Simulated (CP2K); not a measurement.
# CH4BF2N (SMILES BC(N)(F)F): a first try and a second

Aim: energy and forces of CH4BF2N at GFN2-xTB.

Program for the calculation: CP2K 2026.2.

2 further runs of the same task are left out: 2 set aside as unsound or not needed.

**1. The structure to begin with**

CH4BF2N has 9 atoms, charge 0, and is taken as a singlet. As SMILES, `BC(N)(F)F`. The shape is that of a GFN2-xTB optimisation. This is one conformer, not always the lowest.

Bond lengths: B1–C2 1.604 Å, C2–N3 1.398 Å, C2–F4 1.366 Å, C2–F5 1.434 Å, B1–H6 1.162 Å, B1–H7 1.162 Å, N3–H8 1.008 Å, N3–H9 1.013 Å. Some angles: B1–C2–N3 116.8°, B1–C2–F4 114.4°, B1–C2–F5 103.5°, N3–C2–F4 107.7°, N3–C2–F5 111.6°, F4–C2–F5 101.7°, C2–B1–H6 117.7°, C2–B1–H7 118.9°, C2–N3–H8 113.4°, C2–N3–H9 112.9°.

**2. Try one**

File molecule.xyz:

```xyz
9

B     -0.633910     0.981860    -0.710720
C      0.342510    -0.175400    -0.182500
N     -0.152550    -1.003990     0.829310
F      0.850750    -0.976570    -1.164640
F      1.510040     0.538960     0.243800
H     -1.233300     1.586780     0.080510
H     -0.650610     1.227930    -1.845960
H     -0.559850    -0.496590     1.599100
H      0.526920    -1.682980     1.151090
```

File qs.inp:

```
&GLOBAL
    PROJECT_NAME qs
    RUN_TYPE ENERGY_FORCE
    PRINT_LEVEL MEDIUM
&END GLOBAL

&FORCE_EVAL
    METHOD Quickstep
    &DFT
        &QS
            METHOD XTB
            EPS_DEFAULT 1.0E-10
            &XTB
                GFN_TYPE TBLITE
                &TBLITE
                    METHOD GFN2
                &END TBLITE
                CHECK_ATOMIC_CHARGES F
            &END XTB
        &END QS
        &POISSON
            PERIODIC NONE
            POISSON_SOLVER ANALYTIC
        &END POISSON
        &SCF
            SCF_GUESS ATOMIC
            EPS_SCF 1.0E-06
            MAX_SCF 5
            ADDED_MOS 8
            &DIAGONALIZATION
                ALGORITHM STANDARD
            &END DIAGONALIZATION
            &MIXING
                METHOD DIRECT_P_MIXING
                ALPHA 0.4
            &END MIXING
            &SMEAR ON
                METHOD FERMI_DIRAC
                ELECTRONIC_TEMPERATURE [K] 300
            &END SMEAR
        &END SCF
        ! extra output
        &PRINT
            &MOMENTS
                PERIODIC F
                REFERENCE COM
                MAX_MOMENT 1
            &END MOMENTS
            &MO ON
                ENERGIES T
                OCCUPATION_NUMBERS T
                NDIGITS 6
                &EACH
                    QS_SCF 0
                &END EACH
                ADD_LAST NUMERIC
            &END MO
            &HIRSHFELD OFF
            &END HIRSHFELD
        &END PRINT
    &END DFT
    &SUBSYS
        ! box in angstrom
        &CELL
            ABC 14.7 15.3 15.4
            PERIODIC NONE
        &END CELL
        &TOPOLOGY
            COORD_FILE_NAME molecule.xyz
            COORD_FILE_FORMAT XYZ
            &CENTER_COORDINATES
            &END CENTER_COORDINATES
        &END TOPOLOGY
    &END SUBSYS
    &PRINT
        &FORCES ON
        &END FORCES
    &END PRINT
&END FORCE_EVAL
```

Run with:

```sh
$ OMP_NUM_THREADS=1 cp2k.psmp qs.inp > qs.out
```

The program printed:

```text
CP2K| version string:                                       CP2K version 2026.2
 CP2K| Input file name                                                    qs.inp

[... 61 lines left out ...]
 xTB| tblite SCC mixer min weight:                                     1.000E+00
[... 1 line left out ...]
 xTB| tblite SCC mixer weight factor:                                  1.000E-02
[... 159 lines left out ...]
  Core Hamiltonian energy:                                    -17.94396412372519
[... 1 line left out ...]
  Electrostatic energy:                                         0.07820919000271
[... 1 line left out ...]
  Non-self consistent dispersion energy:                        0.00000130648228
[... 2 lines left out ...]
  Fermi energy:                                                -0.31171932387677
[... 1 line left out ...]
  Total energy:                                               -17.76696913497151
  Total energy (extrapolated to T->0):                        -17.76696913497151

 *******************************************************************************
 *   ___                                                                       *
 *  /   \                                                                      *
 * [ABORT]                                                                     *
 *  \___/     SCF run NOT converged. To continue the calculation regardless,   *
 *    |             please set the keyword IGNORE_CONVERGENCE_FAILURE.         *
 *  O/|                                                                        *
 * /| |                                                                        *
 * / \                                                            qs_scf.F:702 *
 *******************************************************************************

 ===== Routine Calling Stack =====

            4 scf_env_do_scf
            3 qs_energies
            2 qs_forces
            1 CP2K

Program received signal SIGABRT: Process abort signal.
```

It took 0.2 s on 1 thread of Arm Neoverse V2, shared host.

**3. What went wrong**

No converged result was reached.

The telling line is `\___/     SCF run NOT converged. To continue the calculation regardless,`. What is wrong: few scf steps. Among its listed settings the sound run differs in this, and the input shows the rest: iteration cap 150 in place of 5.

**4. Try two**

molecule.xyz is that of step 2.

File run.inp:

```
&GLOBAL
    PROJECT run
    RUN_TYPE ENERGY_FORCE
    PRINT_LEVEL MEDIUM
&END GLOBAL
&FORCE_EVAL
    METHOD QUICKSTEP
    &DFT
        # Quickstep
        &QS
            METHOD XTB
            EPS_DEFAULT 1.0E-10
            &XTB
                GFN_TYPE TBLITE
                &TBLITE
                    METHOD GFN2
                &END TBLITE
                CHECK_ATOMIC_CHARGES F
            &END XTB
        &END QS
        &POISSON
            PERIODIC NONE
            POISSON_SOLVER ANALYTIC
        &END POISSON
        &SCF
            SCF_GUESS ATOMIC
            EPS_SCF 1.0E-06
            MAX_SCF 150
            ADDED_MOS 8
            &DIAGONALIZATION
                ALGORITHM STANDARD
            &END DIAGONALIZATION
            &MIXING
                METHOD DIRECT_P_MIXING
                ALPHA 0.4
            &END MIXING
            &SMEAR ON
                METHOD FERMI_DIRAC
                ELECTRONIC_TEMPERATURE [K] 300
            &END SMEAR
        &END SCF
        # extra output
        &PRINT
            &MOMENTS
                PERIODIC F
                REFERENCE COM
                MAX_MOMENT 1
            &END MOMENTS
            &MO ON
                ENERGIES T
                OCCUPATION_NUMBERS T
                NDIGITS 6
                &EACH
                    QS_SCF 0
                &END EACH
                ADD_LAST NUMERIC
            &END MO
            &HIRSHFELD OFF
            &END HIRSHFELD
        &END PRINT
    &END DFT
    # atoms, cell and kinds
    &SUBSYS
        # box in angstrom
        &CELL
            ABC 14.7 15.3 15.4
            PERIODIC NONE
        &END CELL
        &TOPOLOGY
            COORD_FILE_NAME molecule.xyz
            COORD_FILE_FORMAT XYZ
            &CENTER_COORDINATES
            &END CENTER_COORDINATES
        &END TOPOLOGY
    &END SUBSYS
    &PRINT
        &FORCES ON
        &END FORCES
    &END PRINT
&END FORCE_EVAL
```

Run with:

```sh
$ OMP_NUM_THREADS=1 cp2k.psmp -i run.inp > run.out 2>&1
```

The program printed:

```text
CP2K| version string:                                       CP2K version 2026.2
[...]
 GLOBAL| Method name                                                        CP2K
[...]
 GLOBAL| Run type                                                   ENERGY_FORCE
[...]
                             - Atoms:                                          9
[...]
                             - Spherical basis functions:                     24
[...]
 Number of electrons:                                                         30
[...]
  *** SCF run converged in    16 steps ***
[...]
  Fermi energy:                                                -0.35095398130821
[...]
 TB_DIPOLE| Moment [Debye]         -2.71098547       0.48090175       1.11370253
 TB_DIPOLE| Derivative [a.u.]       0.00000000       0.00000000       0.00000000
[...]
 ENERGY| Total FORCE_EVAL ( QS ) energy [hartree]            -17.777308355118613
 FORCES| Atomic forces [hartree/bohr]
 FORCES|   Atom     x               y               z               |f|
 FORCES|      1  7.16095826E-05  1.53800562E-05 -5.87119277E-05   9.38699574E-05
 FORCES|      2  2.17529933E-04  3.16735179E-06 -2.60698409E-04   3.39548177E-04
 FORCES|      3 -3.09765471E-04 -8.76103348E-05 -9.73767210E-05   3.36321935E-04
 FORCES|      4 -7.34803923E-05  1.25351414E-04  1.59750929E-04   2.15946069E-04
 FORCES|      5 -6.98015974E-05  7.60537167E-06  3.58031720E-05   7.88160631E-05
 FORCES|      6 -1.26991443E-05  3.72863360E-05  7.39014393E-05   8.37434287E-05
 FORCES|      7 -3.75255303E-05 -6.72054529E-05 -5.57139781E-06   7.71736924E-05
 FORCES|      8  7.89564150E-05  5.36498885E-05  6.86639229E-05   1.17588946E-04
 FORCES|      9  1.35176205E-04 -8.76246307E-05  8.42389916E-05   1.81788036E-04
 FORCES| Sum     1.05221821E-16  6.76542156E-17  3.46538119E-17
 FORCES| Total atomic force                                       1.29806052E-16
[...]
```

It took 0.24 s on 1 thread of Arm Neoverse V2, shared host.

**5. Summary of results**

Level: GFN2-xTB.

```
                                 quantity         value
                             total energy  -17.77731 Eh
dipole moment (from atomic charges alone)        2.97 D
                              HOMO energy     -11.49 eV
                              LUMO energy      -8.65 eV
                            HOMO–LUMO gap       2.83 eV
                 largest force on an atom    0.017 eV/Å
```

In words: The dipole comes from point charges on the atoms alone, without atomic dipoles, so it is partial.
